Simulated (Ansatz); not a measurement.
# ClGeH, SMILES [Cl][GeH]: vertical and adiabatic energies of changing the electron count

Computed with the Python package of Ansatz (0.2.0).

Contents of `clgeh.xyz`:
```text
3

Cl    1.27320   -1.05600    0.57360
Ge   -0.59810   -0.27810   -0.35460
H    -0.68600    1.26940   -0.23230
```

Script `run_adiabatic.py`:
```python
"""How ClGeH relaxes after losing an electron."""

import itertools

import ansatz
from ase.data import atomic_numbers, covalent_radii
import numpy as np

BASIS = "def2-TZVP"
XC = "pbe"
VDW = "d4"
NET_CHARGE = 1

clgeh = ansatz.Crystal.molecule_from_extxyz("clgeh.xyz")

job = (
    clgeh.calculation()
    .basis(gaussian=BASIS)  # the orbital basis, by name
    .functional(XC, dispersion=VDW)
)
symbols = [site.symbol for site in clgeh.cartesian_sites]
start = np.array([site.position_ang for site in clgeh.cartesian_sites], dtype=float)
data = job.relax(force_tolerance=0.01, max_steps=100).run().report
end = np.array(data["positions_ang"])

minimum = ansatz.Crystal.molecule()
for symbol, place in zip(symbols, end):
    minimum = minimum.atom(symbol, place.tolist())
ion = (
    minimum.calculation()
    .basis(gaussian=BASIS)
    .functional(XC, dispersion=VDW)
    .charge(NET_CHARGE)
    .spin("collinear", total=1)  # two spin channels
)
vertical = ion.run().report
settled = ion.relax(force_tolerance=0.01, max_steps=80).run().report
print(f"vertical ionisation energy   {vertical['free_energy_ev'] - data['free_energy_ev']:.3f} eV")
print(f"adiabatic, no zero point     {settled['free_energy_ev'] - data['free_energy_ev']:.3f} eV")
print(f"relaxation energy of the ion {vertical['free_energy_ev'] - settled['free_energy_ev']:.3f} eV")
ionised = np.array(settled["positions_ang"])
# pairs closer than 1.2 times the sum of covalent radii, before or after
radius = [covalent_radii[atomic_numbers[s]] for s in symbols]
span = lambda where, i, j: np.linalg.norm(where[i] - where[j])
bonded = [(i, j) for i, j in itertools.combinations(range(len(symbols)), 2) if min(span(end, i, j), span(ionised, i, j)) < 1.2 * (radius[i] + radius[j])]
print("pair        before    after (A)")
for i, j in bonded:
    print(f"{symbols[i]}{i}-{symbols[j]}{j}".ljust(10), f"{span(end, i, j):8.4f} {span(ionised, i, j):8.4f}")
```

```console
$ python run_adiabatic.py
vertical ionisation energy   9.384 eV
adiabatic, no zero point     9.186 eV
relaxation energy of the ion 0.198 eV
pair        before    after (A)
Cl0-Ge1      2.2039   2.0835
Ge1-H2       1.6177   1.6081
```

The energies are electronic: no zero-point or thermal terms, and the basis set is short of its limit. The product may relax into another structure. Each relaxation finds its nearest minimum, which needn't be the lowest. The whole script took 33 s on 1 thread of Arm Neoverse V1, with other jobs on the host, peak memory 0.22 GiB.
